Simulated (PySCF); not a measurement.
# C3H6ClFSi: the cost of one run

Computed with PySCF 2.14.0, with density-fitted response routines of our own, on a single molecule in the gas phase. Atoms count from 0, in the outputs and in this text.

**1. Starting geometry**

12 atoms, charge 0, multiplicity 1; geometry from: GFN2-xTB. The atoms were then displaced at random by about 0.01 Å, so the start is not that level's minimum.

Bonds of the start (Å): C0–C1 1.35, C1–F2 1.37, C1–Si3 1.87, Si3–C4 1.93, C4–Cl5 1.78, C0–H6 1.05, C0–H7 1.10, Si3–H8 1.45, Si3–H9 1.46, C4–H10 1.09, C4–H11 1.11.

**2. Relaxing the molecule at PBE0-D3(BJ)/def2-SVP**

The job: settings as JSON, then the geometry in Å.

```
{"job": {"xc": "PBE0", "basis": "def2-SVP", "d3": "d3bj", "grid": 1, "shake": 0.01, "kind": "geom"}, "charge": 0, "multiplicity": 1}
C      2.287180     0.529340     0.129030
C      1.008100     0.692270    -0.273430
F      0.540840     1.954290    -0.530440
Si    -0.270490    -0.635270    -0.571790
C     -1.794970    -0.192560     0.532920
Cl    -3.058440    -1.429630     0.337600
H      2.666270    -0.425830     0.328680
H      2.943450     1.401210     0.247730
H     -0.733100    -0.590830    -1.947230
H      0.247910    -1.930990    -0.156440
H     -2.257410     0.761950     0.284390
H     -1.539660    -0.162230     1.609950
```

Command:

```sh
> OMP_NUM_THREADS=1 python probes_run.py task.json out
```

The driver reads the jobs from task.json and runs them one after another.

**Question.** How long does this first job take on 1 thread of Arm Neoverse V1, shared host, and how much memory does it need?

About 61 s, with a peak of 0.51 GiB.
